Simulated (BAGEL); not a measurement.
# HF/STO-3G (density fitting with qzvpp-jkfit) run of SiPH5O2 (SMILES O[SiH](O)P)

What is the vertical singlet–triplet gap of SiPH5O2 at HF/STO-3G (density fitting with qzvpp-jkfit)? 

Program for the calculation: BAGEL 1.2.2.

1 further run of the same task is left out (it didn't finish).

### 1 The molecule

SiPH5O2 has 9 atoms, charge 0, and is taken as a singlet. As SMILES, `O[SiH](O)P`. The coordinates come from a GFN2-xTB relaxation. This is one conformer, not always the lowest.

Bond lengths: O1–Si2 1.618 Å, Si2–O3 1.632 Å, Si2–P4 2.237 Å, O1–H5 0.953 Å, Si2–H6 1.464 Å, O3–H7 0.952 Å, P4–H8 1.380 Å, P4–H9 1.386 Å. Some angles: O1–Si2–O3 106.1°, O1–Si2–P4 105.4°, O3–Si2–P4 110.7°, O1–Si2–H6 109.6°, O3–Si2–H6 108.5°, P4–Si2–H6 116.1°, Si2–O1–H5 119.4°, Si2–O3–H7 121.3°, Si2–P4–H8 94.9°, Si2–P4–H9 95.3°.

### 2 The energy at HF/STO-3G (density fitting with qzvpp-jkfit)

input.json reads:

```json
{ "bagel": [

{
  "title": "molecule",
  "basis": "sto-3g",
  "df_basis": "qzvpp-jkfit",
  "angstrom": "true",
  "geometry": [
    { "atom": "O", "xyz": [      -0.598440,       0.732470,      -1.513690 ] },
    { "atom": "Si", "xyz": [       0.207740,       0.343260,      -0.166420 ] },
    { "atom": "O", "xyz": [       1.601890,      -0.349340,      -0.656660 ] },
    { "atom": "P", "xyz": [      -1.084670,      -1.145630,       0.891320 ] },
    { "atom": "H", "xyz": [      -0.114980,       0.885170,      -2.321200 ] },
    { "atom": "H", "xyz": [       0.531970,       1.560420,       0.580470 ] },
    { "atom": "H", "xyz": [       2.142750,      -0.850900,      -0.055190 ] },
    { "atom": "H", "xyz": [      -2.132590,      -0.271040,       1.092610 ] },
    { "atom": "H", "xyz": [      -0.553670,      -0.904410,       2.148760 ] }
  ]
},

{ "title": "hf" },

{ "title": "print", "file": "orbitals.molden", "orbitals": "true" }

]}
```

Run with:

```
$ BAGEL_NUM_THREADS=1 BAGEL input.json > input.out
```

Log:

```text
* using 1 threads per process

  ===============================================================
  ===============================================================

  *** Geometry ***

  { "atom" : "O", "xyz" : [     -1.130888,      1.384168,     -2.860460 ] },
  { "atom" : "Si", "xyz" : [      0.392572,      0.648667,     -0.314488 ] },
  { "atom" : "O", "xyz" : [      3.027133,     -0.660157,     -1.240908 ] },
  { "atom" : "P", "xyz" : [     -2.049729,     -2.164927,      1.684351 ] },
  { "atom" : "H", "xyz" : [     -0.217281,      1.672729,     -4.386432 ] },
  { "atom" : "H", "xyz" : [      1.005278,      2.948766,      1.096929 ] },
  { "atom" : "H", "xyz" : [      4.049211,     -1.607968,     -0.104294 ] },
  { "atom" : "H", "xyz" : [     -4.030011,     -0.512191,      2.064734 ] },
  { "atom" : "H", "xyz" : [     -1.046285,     -1.709087,      4.060568 ] },

  Number of auxiliary basis functions:      500

  Since a DF basis is specified, we compute 2- and 3-index integrals:
    o Being stored without compression. Storage requirement is 0.004 GB

  Number of basis functions:       33
  Number of electrons      :       50

    * METHOD: MOLECULE                             0.25

  *** RHF ***

  === Nuclear Repulsion ===
   232.6771551075

      * DIIS with orbital gradients will be used.

  === RHF iteration (sto-3g) ===
      0       -773.04228829          0.01534293           0.03
      1       -773.12760607          0.00309739           0.03
      2       -773.13137560          0.00059393           0.03
      3       -773.13161361          0.00005771           0.03
      4       -773.13161669          0.00001213           0.03
      5       -773.13161682          0.00000243           0.03
      6       -773.13161683          0.00000071           0.03
      7       -773.13161683          0.00000015           0.03
      8       -773.13161683          0.00000003           0.03
      9       -773.13161683          0.00000001           0.03
    * SCF iteration converged.

    * Permanent dipole moment:
           (   -0.430480,    -0.121953,    -0.506092) a.u.

    * METHOD: HF                                   0.40

    * METHOD: PRINT                                0.00

  ===============================================================
```

Wall time 0.9 s (1 thread of Intel Xeon Platinum 8259CL at 2.50GHz (Skylake/Cascade Lake), shared host); peak memory 0.08 GiB.

### 3 The triplet

calc.json reads:

```json
{ "bagel" : [

{
  "title" : "molecule",
  "basis" : "sto-3g",
  "df_basis" : "qzvpp-jkfit",
  "angstrom" : true,
  "geometry" : [
    { "atom" : "O", "xyz" : [   -0.598440,    0.732470,   -1.513690 ] },
    { "atom" : "Si", "xyz" : [    0.207740,    0.343260,   -0.166420 ] },
    { "atom" : "O", "xyz" : [    1.601890,   -0.349340,   -0.656660 ] },
    { "atom" : "P", "xyz" : [   -1.084670,   -1.145630,    0.891320 ] },
    { "atom" : "H", "xyz" : [   -0.114980,    0.885170,   -2.321200 ] },
    { "atom" : "H", "xyz" : [    0.531970,    1.560420,    0.580470 ] },
    { "atom" : "H", "xyz" : [    2.142750,   -0.850900,   -0.055190 ] },
    { "atom" : "H", "xyz" : [   -2.132590,   -0.271040,    1.092610 ] },
    { "atom" : "H", "xyz" : [   -0.553670,   -0.904410,    2.148760 ] }
  ]
},
{
  "title" : "uhf",
  "nopen" : 2
},
{
  "title" : "print",
  "file" : "orbitals.molden",
  "orbitals" : true
}

]}
```

Run with:

```
$ BAGEL_NUM_THREADS=1 BAGEL calc.json > calc.out
```

Log:

```text
* using 1 threads per process

  ===============================================================
  ===============================================================

  *** Geometry ***

  { "atom" : "O", "xyz" : [     -1.130888,      1.384168,     -2.860460 ] },
  { "atom" : "Si", "xyz" : [      0.392572,      0.648667,     -0.314488 ] },
  { "atom" : "O", "xyz" : [      3.027133,     -0.660157,     -1.240908 ] },
  { "atom" : "P", "xyz" : [     -2.049729,     -2.164927,      1.684351 ] },
  { "atom" : "H", "xyz" : [     -0.217281,      1.672729,     -4.386432 ] },
  { "atom" : "H", "xyz" : [      1.005278,      2.948766,      1.096929 ] },
  { "atom" : "H", "xyz" : [      4.049211,     -1.607968,     -0.104294 ] },
  { "atom" : "H", "xyz" : [     -4.030011,     -0.512191,      2.064734 ] },
  { "atom" : "H", "xyz" : [     -1.046285,     -1.709087,      4.060568 ] },

  Number of auxiliary basis functions:      500

  Since a DF basis is specified, we compute 2- and 3-index integrals:
    o Being stored without compression. Storage requirement is 0.004 GB

  Number of basis functions:       33
  Number of electrons      :       50

    * METHOD: MOLECULE                             0.24

  *** Open-shell HF ***

  === Nuclear Repulsion ===
   232.6771551075

      * DIIS with orbital gradients will be used.

  === UHF iteration (sto-3g) ===
      0       -772.69701621          0.03121223           0.06
      1       -772.82069675          0.00977234           0.05
      2       -772.83890173          0.00295556           0.05
      3       -772.84258552          0.00134116           0.06
      4       -772.84483709          0.00042975           0.06
      5       -772.84515772          0.00014226           0.06
      6       -772.84521100          0.00007107           0.05
      7       -772.84522475          0.00002897           0.06
      8       -772.84522564          0.00001548           0.05
      9       -772.84522595          0.00000814           0.06
     10       -772.84522604          0.00000333           0.05
     11       -772.84522606          0.00000096           0.05
     12       -772.84522606          0.00000049           0.05
     13       -772.84522606          0.00000024           0.05
     14       -772.84522606          0.00000014           0.06
     15       -772.84522606          0.00000006           0.06
     16       -772.84522606          0.00000003           0.06
     17       -772.84522606          0.00000002           0.06
     18       -772.84522606          0.00000001           0.06
    * SCF iteration converged.

    * S^2 (UHF) is 2.0136

    * Permanent dipole moment:
           (    0.264310,     0.889654,    -0.859582) a.u.

    * METHOD: UHF                                  1.16

    * METHOD: PRINT                                0.00

  ===============================================================
```

It took 1.6 s on 1 thread of Intel Xeon Platinum 8259CL at 2.50GHz (Skylake/Cascade Lake), shared host; peak memory 0.08 GiB.

### 4 Outcome

Level: HF/STO-3G (density fitting with qzvpp-jkfit).

| quantity | value |
| --- | --- |
| singlet: total energy | -773.13162 Eh |
| singlet: dipole moment | 1.72 D |
| singlet: HOMO energy | -7.11 eV |
| singlet: LUMO energy | 10.50 eV |
| singlet: HOMO–LUMO gap | 17.60 eV |
| triplet: total energy | -772.84523 Eh |
| triplet: dipole moment | 3.22 D |
| triplet: ⟨S²⟩ | 2.014 |
| vertical energy of the triplet above the singlet | 7.793 eV |

**Reading.** At this shape the triplet lies 7.79 eV (180 kcal/mol) above the singlet. In a minimal basis such a difference can be off by several eV, whatever the method.
